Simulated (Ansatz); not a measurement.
# Sn2Pt (Fm-3m): bands and what follows from them

Aim: the bands of Sn2Pt (Fm-3m) near the Fermi level, with what follows from them: the Fermi surface and transport coefficients.

The COD entry's cell or inner coordinates are ideal or old and differ from later refinements, so a difference from it is no clean test against experiment.

Computed with Ansatz 0.2.0 (DFT PBEsol, scalar-relativistic, plane waves, PAW, unless a step's input says otherwise).

5 further runs of the same task are left out: 1 that didn't finish, 4 set aside as unsound or not needed. Runs told in other sessions of the task aren't counted.

## 1. The system as given

The structure is cubic, space group Fm-3m (No. 225). Conventional cell: a = 6.425 Å, b = 6.425 Å, c = 6.425 Å, α = 90.00°, β = 90.00°, γ = 90.00°. Sn (site symmetry -43m) is surrounded by 4 Pt at 2.78 Å. Pt (site symmetry m-3m) is surrounded by 8 Sn at 2.78 Å.

Coordinates:

```
Sn Pt
1.0
     0.00000    3.21250    3.21250
     3.21250    0.00000    3.21250
     3.21250    3.21250    0.00000
Sn Pt
2 1
Direct
  0.25000 0.25000 0.25000
  0.75000 0.75000 0.75000
  0.00000 0.00000 0.00000
```

The cell is the deposited one, not relaxed. At PBEsol, an earlier run found 1.77 GPa for this cell of 22.102 Å³/atom (10×10×10 mesh), no gap.

## 2. Bands on a fine mesh, Fermi surface

input.yaml reads:

```yaml
crystal:
  lattice:
    - [0.0, 3.2124999369, 3.2124999369]
    - [3.2124999369, 0.0, 3.2124999369]
    - [3.2124999369, 3.2124999369, 0.0]
  atoms:
    - { symbol: Sn, position: [0.25, 0.25, 0.25] }
    - { symbol: Sn, position: [0.75, 0.75, 0.75] }
    - { symbol: Pt, position: [0.0, 0.0, 0.0] }
basis:
  ecutwfc: 420
  ecutrho_ratio: 4
kpoints:
  mp_grid: { grid: [10, 10, 10] }
hamiltonian:
  xc: pbesol
scf:
  occupations: { method: gaussian, width: 0.05 }
output:
  forces: true
  stress: true
  eigenvalues: true
  eigenstates:
    nscf_kmesh: { grid: [16, 16, 16] }
    de_dk: true
    e_range: [-2.5, 2.5]
  write_density: true
  write_potential: true
  elf: true
  volumetric_format: npy
```

On the command line:

```
$ ansatz run input.yaml --threads 4 --pin off --max-ram 9216MiB --backend cpu --events-out ev --progress --plain --runs-dir out
```

Standard output, cut to the lines that bear on the results:

```text
Warning: RAYON_NUM_THREADS=4 ignored (pool sized by the plan → 4); use --threads N
[...]
Pseudopotentials: kind: paw
Pseudopotential: Sn, paw, valence charge 14, recommended cutoff 420 eV (normal), Sn.paw.azcp
Pseudopotential: Pt, paw, valence charge 18, recommended cutoff 420 eV (normal), Pt.paw.azcp
Functional definition: PBEsol
[...]
Crystal: 3 atoms, lattice volume = 66.307 Å³
Basis set: ecut = 420 eV, 1291 PW (Γ), exchange–correlation on 64×64×64 points (8 copies of the dense FFT grid, shifted against one another)
Bands: 28, of which v1, the nominal top of the filled ones, is band 23 counted from 1 (22 counted from 0)
Symmetry: 48 space group operations
Space group: Fm-3m (ITA 225), of the structure as read, at distance tolerance 4.0e-5 Å
k-points: 47 of 1000
[...]
SCF iter   1: F=—  HF=-24284.777204 eV  |F-HF|=—  |Δ(HF+E_count)|=         —  Δρ=3.68e-3  dr2=1.04e-2  ethr=1.77e-3  ⟨swp⟩=6.5  Hψ=5712  notcnv=0
[...]
SCF iter   8: F=-24284.773619 eV  HF=-24284.773619 eV  |F-HF|=0.00e0  |Δ(HF+E_count)|=  7.28e-11  Δρ=3.15e-8  dr2=5.14e-13  ethr=1.00e-12  ⟨swp⟩=8.9  Hψ=6318  notcnv=0
[...]
NSCF: frozen V_eff on 145 k-points
SCF converged after 8 iterations
Free energy (F): -24284.773619 eV
[...]
E sigma→0 (E₀):  -24284.772953 eV
Entropy (-TS):   -0.001332 eV (-0.444 meV/atom)
Fermi energy:    14.512453 eV
[...]
--- Forces (eV/Å), atoms counted from 1 ---
  atom   1  Sn     0.00000000     0.00000000    -0.00000000
  atom   2  Sn     0.00000000     0.00000000     0.00000000
  atom   3  Pt    -0.00000000     0.00000000    -0.00000000
[...]
--- Stress (GPa, compression-positive) ---
        1.765096       0.000000      -0.000000
        0.000000       1.765096       0.000000
        0.000000      -0.000000       1.765096
  P = ⅓ Tr σ = 1.7651 GPa (17.651 kbar)
--- Band table (eV; the first three rows and the last of 47) ---
  k-point 0: bands = ["-84.5235", "-38.7267", "-38.7267", "-38.7267", "-7.3924", "-7.3924", "-7.2887", "-7.2887", "-7.2887", "-7.1433", "-7.1433", "-7.1433", "-7.0249", "-7.0249", "2.6129", "9.1405", "9.1405", "9.1405", "10.8309", "10.8309", "11.5576", "16.8883", "16.8883", "16.8883", [...]
--- Fermi surface from the table of eigenstates, both spin states counted (twice the sheets' area in a run without spin) ---
  How far the three rows differ hints at the mesh's error and does not bound it.
  reading                E - E_F (eV)   area (Å⁻²)  resistivity times mean free path along x, y, z (Ω·m²), under one mean free path over the surface
  by tetrahedra               -0.0381       21.125  1.4472e-15  1.4472e-15  1.4472e-15
  by the states' slopes  not read: the table lacks a row of a band that the level cuts (widen output.eigenstates.e_range, raise output.eigenstates.top_band)
  on every second point       -0.0314       19.059  1.6040e-15  1.6040e-15  1.6040e-15
```

Wall time 3.9 s (4 threads of Arm Neoverse V2, shared host); peak memory 0.45 GiB.

This gives: volume 22.102 Å³/atom, pressure 1.77 GPa, metallic.

Bands that cross the Fermi level on the 16×16×16 mesh (edges cut at 2.5 eV from it):

```
spin  band  lowest (eV)  highest (eV)
both    22        -2.49          2.38
both    23        -2.45          2.38
both    24        -1.14          2.38
```

Axes a, b and c in the maps are those of this run's conventional cell (a, b, c = 6.425, 6.425, 6.425 Å).

Density in a lattice plane of the grid's cell (edges 6.42 and 6.42 Å, at 0.250 of the third edge), which holds Sn.

Values in e/Å³, 12 rows by 12 columns:
```
 0.14  0.18  0.30  0.43  0.30  0.17  0.14  0.18  0.30  0.43  0.30  0.18
 0.16  0.30  1.65  4.78  1.65  0.30  0.16  0.30  1.65  4.77  1.65  0.30
 0.18  0.43  4.77 15.49  4.78  0.43  0.18  0.43  4.78 15.49  4.77  0.43
 0.16  0.30  1.65  4.77  1.65  0.30  0.16  0.30  1.65  4.78  1.65  0.30
 0.14  0.18  0.30  0.43  0.30  0.18  0.14  0.17  0.30  0.43  0.30  0.18
 0.14  0.14  0.16  0.18  0.16  0.14  0.14  0.14  0.16  0.18  0.16  0.14
 0.14  0.18  0.30  0.43  0.30  0.18  0.14  0.18  0.30  0.43  0.30  0.17
 0.16  0.30  1.65  4.77  1.65  0.30  0.16  0.30  1.65  4.78  1.65  0.30
 0.18  0.43  4.78 15.49  4.77  0.43  0.18  0.43  4.77 15.49  4.78  0.43
 0.16  0.30  1.65  4.78  1.65  0.30  0.16  0.30  1.65  4.77  1.65  0.30
 0.14  0.17  0.30  0.43  0.30  0.18  0.14  0.18  0.30  0.43  0.30  0.18
 0.14  0.14  0.16  0.18  0.16  0.14  0.14  0.14  0.16  0.18  0.16  0.14
```
Columns run along the first of these edges and rows up along the second, over one cell in 12 and 12 even steps from the bottom left corner. Atoms in the plane (fractional): Sn at (0.25, 0.25), Sn at (0.75, 0.75), Sn at (0.25, 0.75), Sn at (0.75, 0.25).

ELF in the same plane.

Ten even steps from '0' (0.00) to '9' (0.34):
```
889999999998889999999998
899998889999899998889999
999986568999999986468999
998941014899998941014989
998820002889998820002889
998941014989999841014989
999986468999999986568999
899998889999899998889999
889999999998889999999998
888899999888888899999888
889999999998889999999998
899998889999899998889999
999986468999999986568999
998941014989998941014899
998820002889998820002889
999841014989998941014989
999986568999999986468999
899998889999899998889999
889999999998889999999998
888899999888888899999888
```
Columns run along the first of these edges and rows up along the second, over one cell in 24 and 20 even steps from the bottom left corner. Atoms in the plane (fractional): Sn at (0.25, 0.25), Sn at (0.75, 0.75), Sn at (0.25, 0.75), Sn at (0.75, 0.25).

Both are smooth fields of the valence electrons: close to the nuclei they are not physical.

ELF in the plane through atom 1 (Sn) and two of its nearest Pt neighbours, 7.2 Å on a side, that atom in the middle and its first bond to the right.

Ten even steps from ' ' (0.00) to '@' (0.68):
```
========++++====++++++========================--::
..--====++====**%%%%%%**==++++====--..::======--..
    --==++==++%%@@@@@@%%++++++==::      ::====--..
    --==++==++%%@@@@@@%%++++++==--      ::====--..
::--====++====**%%%%##++==++++====--::::--====--::
================++======++++++==========++++++==--
----::::::::--====++++++++========++++++++========
....      ..::--========--======++++====++****++==
            ..--====--..  ..--==++++==**%%@@@@%%++
            ..--====::      ::==++++==##@@@@@@@@**
            ..--====--..  ..--==++++==##@@@@@@%%++
..        ..::--======================++******++==
--::::::------================------==========++++
======================--::::........::--==++++====
==++++====::::--======::..          ..::======--::
==++++==..      --====::..            ::====--    
==++++==..      --====::..            ::====--    
==++++====::..::======::..          ..::--====--::
++++++==========++++==--::........::::----========
```
Atoms in the plane (Å from the middle): Sn (-1.9, -2.6), Sn (1.9, 2.6), Sn (0.0, 0.0), Pt (-0.9, 2.6), Pt (2.8, 0.0).

## 3. States of the whole zone by energy, transport at constant relaxation time

Edit input.yaml of step 2 so:

```diff
@@ -22,9 +22,2 @@
   eigenvalues: true
-  eigenstates:
-    nscf_kmesh: { grid: [16, 16, 16] }
-    de_dk: true
-    e_range: [-2.5, 2.5]
-  write_density: true
-  write_potential: true
-  elf: true
-  volumetric_format: npy
+  states_by_energy: { minimum_broadening: 0.05 }
```

On the command line:

```
$ ansatz run input.yaml --threads 4 --pin off --max-ram 9216MiB --backend cpu --events-out ev --progress --plain --runs-dir out
```

Standard output:

```text
Warning: RAYON_NUM_THREADS=4 ignored (pool sized by the plan → 4); use --threads N
Engine: ansatz 0.2.0, aarch64-unknown-linux-gnu
[... 4 set-up lines as earlier in the session ...]
  exchange = pbesol_x
  correlation = pbesol_c
Crystal: 3 atoms, lattice volume = 66.307 Å³
Basis set: ecut = 420 eV, 1291 PW (Γ), exchange–correlation on 64×64×64 points (8 copies of the dense FFT grid, shifted against one another)
Bands: 28, of which v1, the nominal top of the filled ones, is band 23 counted from 1 (22 counted from 0)
[... 2 set-up lines as earlier in the session ...]
k-points: 47 of 1000
Non-local potential: Sn, projectors of the file, l = 0: 2, l = 1: 2, l = 2: 2, l = 3: 2
Non-local potential: Pt, projectors of the file, l = 0: 3, l = 1: 2, l = 2: 2, l = 3: 1
PAW form: soft (Blöchl's): semilocal exchange-correlation on the pseudo side does not see the compensation charge
PAW frozen core: Sn, regenerated for the run's functional, and the local potential with it (the file was generated under x = pbe(κ = 0.804, μ = 0.2195149727645171), c = pbe(β = 0.06672455060314922))
PAW frozen core: Pt, regenerated for the run's functional, and the local potential with it (the file was generated under x = pbe(κ = 0.804, μ = 0.2195149727645171), c = pbe(β = 0.06672455060314922))
PAW one-centre angular grid: Sn, 590 points (default); XC on 64 Gauss nodes
PAW one-centre angular grid: Pt, 590 points (default); XC on 64 Gauss nodes
Initial density: superposition of atomic densities (neutral atoms: chi_scale 0, normalization atom), corrected by the library's trained network
Initial wavefunctions: pseudopotential atomic-orbital guess
Functional: x = pbesol(κ = 0.804, μ = 0.12345679012345678), c = pbesol(β = 0.046)
SCF iter   1: F=—  HF=-24284.777204 eV  |F-HF|=—  |Δ(HF+E_count)|=         —  Δρ=3.68e-3  dr2=1.04e-2  ethr=1.77e-3  ⟨swp⟩=6.5  Hψ=5712  notcnv=0
preconditioner: auto → LDOS  [insulator: Δε(μ)=0.113 eV  Ē_g=17.072 eV  σ=0.050 eV  W_gap=0.67  n_scr=14 (ndim 8)  ℏωp=28.1 eV  f_vac=0.043  D(μ)=1.07/eV (n_scr^D=8)  ε∞_Penn≈3.7  β→1.0]
SCF iter   2: F=—  HF=-24284.775155 eV  |F-HF|=—  |Δ(HF+E_count)|=   2.05e-3  Δρ=2.42e-3  dr2=3.22e-3  ethr=2.26e-5  ⟨swp⟩=2.0  Hψ=2783  notcnv=0  defer=37
SCF iter   3: F=—  HF=-24284.773631 eV  |F-HF|=—  |Δ(HF+E_count)|=   1.52e-3  Δρ=2.63e-4  dr2=6.50e-5  ethr=7.00e-6  ⟨swp⟩=2.0  Hψ=2292  notcnv=0  defer=37
SCF iter   4: F=—  HF=-24284.773619 eV  |F-HF|=—  |Δ(HF+E_count)|=   1.17e-5  Δρ=4.97e-5  dr2=1.96e-6  ethr=1.41e-7  ⟨swp⟩=2.0  Hψ=2169  notcnv=0  defer=37
SCF iter   5: F=—  HF=-24284.773619 eV  |F-HF|=—  |Δ(HF+E_count)|=   6.32e-8  Δρ=2.55e-5  dr2=3.97e-7  ethr=4.25e-9  ⟨swp⟩=2.0  Hψ=2358  notcnv=0  defer=37
SCF iter   6: F=-24284.773619 eV  HF=-24284.773619 eV  |F-HF|=2.81e-9  |Δ(HF+E_count)|=   9.23e-8  Δρ=2.65e-6  dr2=4.46e-9  ethr=2.17e-10  ⟨swp⟩=7.7  Hψ=5606  notcnv=0
SCF 1 converged in 6 iterations: F = -24284.773619 eV  dr2 = 4.46e-9
NSCF: frozen V_eff on 8 k-points
SCF converged after 6 iterations
Free energy (F): -24284.773619 eV
Harris-Foulkes:  -24284.773619 eV  (|F-HF|=2.81e-9)
Internal energy: -24284.772287 eV  (E = F + TS)
E sigma→0 (E₀):  -24284.772953 eV
Entropy (-TS):   -0.001332 eV (-0.444 meV/atom)
Fermi energy:    14.512468 eV
--- Per-component energies (eV) ---
  E_band       = -370.078210
  E_kinetic    = 1016.770393
  E_local      = -3797.627460  (includes V_loc(G=0)·N_el)
  E_nonlocal   = 142.143048
  E_hartree    = 1886.827887
  E_xc         = -1020.364740
  E_vxc        = -498.572793  (∫ρ·V_xc dr)
  E_paw        = -17450.207328  (= ΣΔE_a)
  E_vpaw       = -1006.447403  (= ΣTr[D̂ρ^β])
  E_aug_tail   = 0.000190  (compensation charges beyond the density's cutoff)
  E_ewald      = -5063.170938
  E_core_change = 0.856661  (= ΣΔE_core)
  E_smearing   = -0.001332  (= −TS)
  E_closure    = -0.000000  (closes the sum)
  Σ components = -24284.773619   (vs F -24284.773619, Δ=0.00e0)
--- Forces (eV/Å), atoms counted from 1 ---
  atom   1  Sn     0.00000000     0.00000000    -0.00000000
  atom   2  Sn     0.00000000    -0.00000000     0.00000000
  atom   3  Pt    -0.00000000     0.00000000    -0.00000000
  max |Σ_I F_I| component: 7.40e-17 eV/Å
--- Stress (GPa, compression-positive) ---
        1.765013       0.000000      -0.000000
        0.000000       1.765013       0.000000
        0.000000      -0.000000       1.765013
  P = ⅓ Tr σ = 1.7650 GPa (17.650 kbar)
--- Band table (eV; the first three rows and the last of 47) ---
  k-point 0: bands = ["-84.5235", "-38.7267", "-38.7267", "-38.7267", "-7.3924", "-7.3924", "-7.2887", "-7.2887", "-7.2887", "-7.1433", "-7.1433", "-7.1433", "-7.0249", "-7.0249", "2.6129", "9.1405", "9.1405", "9.1405", "10.8309", "10.8309", "11.5576", "16.8883", "16.8883", "16.8883", "17.1952", "17.1952", "17.1952", "18.4444"]
  k-point 1: bands = ["-84.5235", "-38.7267", "-38.7267", "-38.7267", "-7.3836", "-7.3836", "-7.2874", "-7.2849", "-7.2849", "-7.1466", "-7.1466", "-7.1454", "-7.0342", "-7.0342", "2.7320", "8.7732", "9.1929", "9.1929", "10.8028", "10.8028", "11.9397", "15.2828", "16.2292", "16.2292", "17.4938", "17.5271", "17.5271", "18.3599"]
  k-point 2: bands = ["-84.5235", "-38.7269", "-38.7267", "-38.7267", "-7.3579", "-7.3579", "-7.2822", "-7.2742", "-7.2742", "-7.1562", "-7.1562", "-7.1532", "-7.0611", "-7.0611", "3.0834", "8.0474", "9.3301", "9.3301", "10.7477", "10.7477", "12.3601", "13.9248", "15.3971", "15.3971", "16.9748", "17.5084", "17.5084", "18.6858"]
  k-point 46: bands = ["-84.5235", "-38.7272", "-38.7270", "-38.7268", "-7.3252", "-7.2944", "-7.2844", "-7.2446", "-7.2110", "-7.2090", "-7.1875", "-7.1580", "-7.1344", "-7.0908", "6.1186", "6.4512", "8.0667", "9.1694", "10.5396", "10.6840", "10.8364", "10.9479", "12.1852", "15.7622", "17.6551", "18.1935", "20.1820", "20.9495"]
```

Run time: 85 s. Hardware: 4 threads of Arm Neoverse V2, shared host; peak memory 1.1 GiB.

Read off: volume 22.102 Å³/atom, pressure 1.77 GPa, metallic.

A script then sums the file of states by energy over Fermi windows, for rigid-band transport at a constant relaxation time τ. Negative carriers are holes, and the chemical potential counts from the run's Fermi level:

```
T (K)  electrons added (10¹⁹ cm⁻³)  chemical potential (eV)  σ/τ xx (10²⁰/Ω m s)  Seebeck xx (μV/K)  Lorenz xx (10⁻⁸ V²/K²)
  600                            0                   -0.044                 7.04                 -3                    2.46
  600                            1                   -0.043                 7.04                 -3                    2.46
  600                           -1                   -0.045                 7.04                 -3                    2.46
  600                           10                   -0.037                 7.05                 -3                    2.46
  600                          -10                   -0.051                 7.03                 -3                    2.46
  600                          100                    0.021                 7.14                 -3                    2.46
  600                         -100                   -0.112                 6.95                 -2                    2.46
  900                            0                   -0.048                 7.06                 -4                    2.48
  900                            1                   -0.047                 7.06                 -4                    2.48
  900                           -1                   -0.048                 7.05                 -4                    2.48
  900                           10                   -0.041                 7.06                 -4                    2.48
  900                          -10                   -0.054                 7.05                 -4                    2.48
  900                          100                    0.017                 7.15                 -5                    2.48
  900                         -100                   -0.115                 6.97                 -4                    2.48
```

## 4. What came out

| quantity | value |
| --- | --- |
| Fermi-surface area, spins summed | 21.13 Å⁻² |
| resistivity × mean free path, xx and zz | 1.45, 1.45 × 10⁻¹⁵ Ω m² |
| largest S²σ/τ along x | at 900 K with 100 × 10¹⁹ cm⁻³ electrons, S = -5 μV/K |

What this shows: On the fine mesh the Fermi surface has sheets from 3 bands. Among the cases computed, S²σ/τ along x is largest at 900 K for electron doping of 100 × 10¹⁹ cm⁻³. That is the edge of the range tried, not a located peak. Spin–orbit coupling is left out, though the cell holds Pt; in elements this heavy it can shift levels and gaps by tenths of an eV.
